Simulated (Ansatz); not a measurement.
## Li, space group P2_13: cell relaxations under several functionals

Computed with the Ansatz DFT code, driven from Python.

Contents of `li.cif`:
```cif
data_Li
_cell_length_a 4.454440
_cell_length_b 4.454440
_cell_length_c 4.454440
_cell_angle_alpha 90.00000
_cell_angle_beta 90.00000
_cell_angle_gamma 90.00000
_symmetry_space_group_name_H-M 'P 1'
_symmetry_Int_Tables_number 1
loop_
_symmetry_equiv_pos_as_xyz
'x, y, z'
loop_
_atom_site_label
_atom_site_type_symbol
_atom_site_fract_x
_atom_site_fract_y
_atom_site_fract_z
Li1 Li    0.874568    0.125432    0.625432
Li2 Li    0.374568    0.374568    0.374568
Li3 Li    0.125432    0.625432    0.874568
Li4 Li    0.625432    0.874568    0.125432
```

The script, `li_lattice.py`:
```python
"""How the lattice of Li depends on the functional."""

from dataclasses import dataclass
import warnings

import ansatz as az
from ase.io import read
import numpy as np


@dataclass(frozen=True)
class Options:
    cutoff_ev: int = 450
    kmesh: tuple[int, ...] = (5, 5, 5)
    filling: str = "Fermi-Dirac"
    sigma: float = 0.15
    fmax: float = 0.01


opts = Options()

def edges_and_angles(cell):
    cell = np.asarray(cell)
    a, b, c = np.linalg.norm(cell, axis=1)
    cosines = cell[1] @ cell[2] / (b * c), cell[0] @ cell[2] / (a * c), cell[0] @ cell[1] / (a * b)
    return (a, b, c, *np.degrees(np.arccos(cosines)))

warnings.simplefilter("ignore", az.DeckWarning)

atoms = read("li.cif")
xtal = az.Crystal.from_ase(atoms)

job = xtal.calculation()
job = job.basis(opts.cutoff_ev)
job = job.kpoints(*opts.kmesh).occupations(opts.filling, width=opts.sigma)
job = job.relax(cell=True, force_tolerance=opts.fmax)

levels = [("pbesol", "d3bj"), ("pbesol", "none"), ("blyp", "d3bj")]
print("level            a       b       c    alpha   beta  gamma  V/atom  steps")
for name, dispersion in levels:
    seen = []
    run = job.functional(name, dispersion=dispersion).session().plan()
    out = run.execute(on_event=lambda e: seen.append(e) if e["event"] == "relax_step" else None)
    cell = out.lattice.cell_ang
    label = name if dispersion == "none" else f"{name}+{dispersion}"
    print("{:13s} {:7.4f} {:7.4f} {:7.4f} {:6.2f} {:6.2f} {:6.2f}".format(label, *edges_and_angles(cell)), f"{abs(np.linalg.det(cell)) / len(out.lattice.sites):7.3f} {len(seen):5d}")
```

```console
$ python li_lattice.py
level            a       b       c    alpha   beta  gamma  V/atom  steps
pbesol+d3bj    4.1888  4.1888  4.1888  90.00  90.00  90.00  18.374     9
pbesol         4.3239  4.3239  4.3239  90.00  90.00  90.00  20.210    11
blyp+d3bj      3.9667  3.9667  3.9667  90.00  90.00  90.00  15.603    10
```

From smallest to largest: BLYP+D3BJ (15.60 Å³ an atom, -29.4 % against the start), PBEsol+D3BJ (18.37 Å³ an atom, -16.8 % against the start) and PBEsol (20.21 Å³ an atom, -8.5 % against the start). The spread is 29.5 % in volume.

What to keep in mind:
- BLYP and dispersion corrections can be off by several per cent in the lattices of metals, and by several GPa in the pressure at a fixed cell.
- For a metal this k-point mesh is coarse: on a finer one energies can move by several to tens of meV an atom and pressures by half a GPa or more, differences at one mesh by less.
- Within a few hundredths of an angstrom the cell has the higher group P4_132; the lower one is a small distortion.
- The cell relaxed to the group Fm-3m; tensors and edges are in the axes of the typed cell.
- This isn't the structure that Li takes at ambient conditions.
- Wall time of the script: 28 s on 1 thread of Arm Neoverse V1, with other jobs on the host, peak memory 0.44 GiB.
